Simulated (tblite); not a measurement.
# C6H13BGe: the cost of one run

Computed with tblite 0.8.0 and PySCF 2.14.0, with density-fitted response routines of our own, on a single molecule in the gas phase. Atoms are numbered from 0 throughout.

**1. The molecule as given**

21 atoms, charge 0, multiplicity 1; geometry from: force field or distance geometry start.

Bonds of the start (Å): C0–C1 1.37, C1–C2 1.47, C2–B3 1.57, B3–C4 1.58, C4–C5 1.50, C4–Ge6 1.93, Ge6–C7 1.92, C7–C1 1.46, C0–H8 1.09, C0–H9 1.07, C2–H10 1.11, C2–H11 1.11, B3–H12 1.19, C4–H13 1.11, C5–H14 1.12, C5–H15 1.11, C5–H16 1.12, Ge6–H17 1.55, Ge6–H18 1.57, C7–H19 1.12, C7–H20 1.11.

**2. Relaxing the molecule with GFN2-xTB**

What the job is given:

```
{"job": {"kind": "relax", "xc": "GFN2-xTB", "basis": "xTB"}, "charge": 0, "multiplicity": 1}
C      2.997300     0.285000     0.371900
C      1.694800     0.139400    -0.009900
C      0.927700     1.381600    -0.142100
B     -0.562700     1.319000     0.355200
C     -1.642600     0.269700    -0.130900
C     -2.601800    -0.096100     0.965500
Ge    -0.687500    -1.333500    -0.625600
C      1.188600    -1.214600    -0.223100
H      3.559900    -0.640200     0.478100
H      3.423400     1.243100     0.558400
H      1.422500     2.153800     0.476500
H      0.968000     1.732700    -1.194500
H     -1.002900     2.311300     0.854400
H     -2.204400     0.695400    -0.983100
H     -2.055400    -0.840100     1.601200
H     -3.508100    -0.541800     0.509600
H     -2.915100     0.774700     1.588600
H     -0.960400    -1.617500    -2.121100
H     -1.267100    -2.538800     0.202700
H      1.791600    -1.652900    -1.053900
H      1.425300    -1.813100     0.676300
```

Run with:

```sh
OMP_NUM_THREADS=1 python probes_run.py task.json out
```

One launch serves the whole session: the jobs run in the order shown.

Q: Estimate the wall time and peak memory of this first job on 1 thread of Arm Neoverse V1, shared host.

About 1.6 s, with a peak of 0.18 GiB.
